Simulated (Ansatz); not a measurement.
# GeH2 (triplet): the correlation ladder, aug-cc-pVDZ

Aim: climb from Hartree-Fock through coupled cluster and multireference methods for GeH2 (triplet) at one geometry and basis, and see what each rung misses.

Program: Ansatz 0.2.0, Gaussian basis. Level of theory: aug-cc-pVDZ, core rule «outside noble gas», up to 14 orbitals frozen. These are calculated values, not measurements.

To be run: UHF; CCSD(T) on ROHF; CCSD(T) on UHF; BCCD(T) on ROHF; CISD; CCSDT(Q) on ROHF; CCSDT(Q) on UHF; CASSCF and MRCISD+Q, 6 electrons in 6 orbitals; CASSCF and NEVPT2, 6 electrons in 6 orbitals.

16 further runs of the same task are left out: 6 that didn't finish, 10 set aside as unsound or not needed.

## Step 1: The system

The geometry is a PBE0/def2-TZVP stationary point (not a proven minimum) of the parent state, kept for this charge and spin. No spin-orbit coupling is included. The filled d shell of Ge may be among the frozen orbitals whatever the setting's name suggests; the logs give the count.

3 atoms, charge 0, spin multiplicity 3.

Atoms are counted from 1 here; the program's logs count them from 0.

Bond lengths: Ge1–H2 1.552 Å, Ge1–H3 1.552 Å. Angles: H2–Ge1–H3 120.9°.

## Step 2: UHF

Contents of in.yaml:

```yaml
crystal:
  periodic: [false, false, false]
  atoms:
    - {symbol: Ge, position_ang: [0.000000, -0.020660, 0.000000]}
    - {symbol: H, position_ang: [0.000000, 0.744460, -1.349862]}
    - {symbol: H, position_ang: [0.000000, 0.744460, 1.349862]}
basis:
  gaussian: {orbitals: aug-cc-pVDZ}
magnetization: {spin_polarized: true, initial_magnetization: 2}
hamiltonian: {xc: hf}
output: {orbitals: {seedname: orbitals}}
```

The run is started by

```sh
$ ansatz run in.yaml --threads 1 --pin off --events-out ev --progress --plain --max-ram 2393MiB
```

Further steps of the session: CCSD(T) on ROHF; CCSD(T) on UHF; BCCD(T) on ROHF; CISD; CCSDT(Q) on ROHF; CCSDT(Q) on UHF; CASSCF and MRCISD+Q, 6 electrons in 6 orbitals; CASSCF and NEVPT2, 6 electrons in 6 orbitals.

Before running them: what should the planned runs give, taken together? Wanted: UCCSDT(Q) below the RHF energy; RMP2 from UCCSDT(Q); UMP2 from UCCSDT(Q); RCCSD from UCCSDT(Q); RCCSD(T) from UCCSDT(Q); UCCSD(T) from UCCSDT(Q); RCCSDT(Q) from UCCSDT(Q); NEVPT2 valence from UCCSDT(Q); MRCISD+Q valence from UCCSDT(Q).

As calculated:

| quantity | value |
| --- | --- |
| UCCSDT(Q) below the RHF energy | -2.7135 eV |
| RMP2 from UCCSDT(Q) | +682.6 meV |
| UMP2 from UCCSDT(Q) | +669.6 meV |
| RCCSD from UCCSDT(Q) | +88.2 meV |
| RCCSD(T) from UCCSDT(Q) | +29.5 meV |
| UCCSD(T) from UCCSDT(Q) | +19.0 meV |
| RCCSDT(Q) from UCCSDT(Q) | +10.5 meV |
| NEVPT2 valence from UCCSDT(Q) | +566.4 meV |
| MRCISD+Q valence from UCCSDT(Q) | +14.6 meV |
| levels within 1 kcal/mol (43 meV) | RCCSD(T), UCCSD(T), BCCD(T), RCCSDT, UCCSDT, RCCSDT(Q), MRCISD+Q valence |
| T1 diagnostic | 0.020 |
| effectively unpaired electrons | 2.01 |

**Reading.** RCCSD(T) misses by +29.5 meV, 1.1 % of the correlation energy. One determinant dominates. Of the multireference levels listed MRCISD+Q valence comes nearest in total energy (+14.6 meV), which doesn't show that its space is the better one. These misses are within one basis, not against nature; the frozen cores of restricted and unrestricted runs differ, which can shift their rows.
